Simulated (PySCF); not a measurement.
**Zn₂Cl⁺: structure of the triplet**

The task is one start of a wider search on Zn₂Cl⁺: the triplet, from a bent start. It is relaxed, tested by its Hessian and followed downhill if it is a saddle.

The runs use PySCF 2.14.0; PBE0, basis Cl def2-SVP, Zn def2-SVP, no relativity, density fitting.

**1. The system as given**

3 atoms, charge 1, spin multiplicity 3.

Bond lengths: Cl1–Zn2 2.127 Å, Cl1–Zn3 2.127 Å. Angles: Zn2–Cl1–Zn3 110.0°.

Z-matrix (Å, degrees; charge 1 multiplicity 3):
```
Cl
Zn 1 2.1266
Zn 1 2.1266 2 110.00
```

**2. Bent start, triplet: relaxation**

One driver script runs all steps and calls PySCF; scf.py shows how it sets up the SCF of each step. The optimiser is the driver's own. Before each start the driver seeks the lowest SCF state from one or more starting densities and follows internal instabilities, so scf.py alone need not reach the same state.

The program finds C2v symmetry in the start, which this walk keeps.

File scf.py:

```python
from pyscf import gto, scf, dft
mol = gto.M(atom='''
Cl     0.000000     0.000000    -0.957835
Zn     1.742000    -0.000000     0.261965
Zn    -1.742000     0.000000     0.261965''',
    basis={'Cl': 'def2-SVP', 'Zn': 'def2-SVP'},
    charge=1, spin=2)
mf = dft.UKS(mol, xc='PBE0')
mf.grids.atom_grid = (50, 194)
aux = {'Cl': 'def2-universal-JKFIT', 'Zn': 'def2-universal-JKFIT'}
mf = mf.density_fit(auxbasis=aux)
mf.kernel()
```

The runs that follow: Vibrations and properties at this point.

Before running it: what results should come out? Wanted: minimum; geometry; wavenumbers; dipole moment; highest occupied, lowest empty level; polar-tensor charge of Cl1; zero-point energy; ⟨S²⟩.

As calculated:

```
                                          quantity                                value
                                           minimum                         triplet, C2v
                                          geometry  Cl–Zn 2.352 Å (×2); Zn–Cl–Zn 123.8°
                                wavenumbers (cm⁻¹)          53 (a1), 227 (a1), 283 (b2)
                    dipole moment (centre of mass)                               1.88 D
highest occupied, lowest empty level (either spin)                     -11.00, -8.63 eV
                        polar-tensor charge of Cl1                              -0.71 e
                                 zero-point energy                           3.4 kJ/mol
                               entropy at 298.15 K                      325.6 J/(mol K)
                                              ⟨S²⟩                                2.002
```

In words: The molecule stays C2v, as typed, and the end point is a minimum. The strongest infrared band lies at 283 cm⁻¹ (b2). Other starts or spin states, not run here, may lie lower. Take wavenumbers under 90 cm⁻¹ as rough. One determinant may miss the lowest occupation of an open d or f shell.
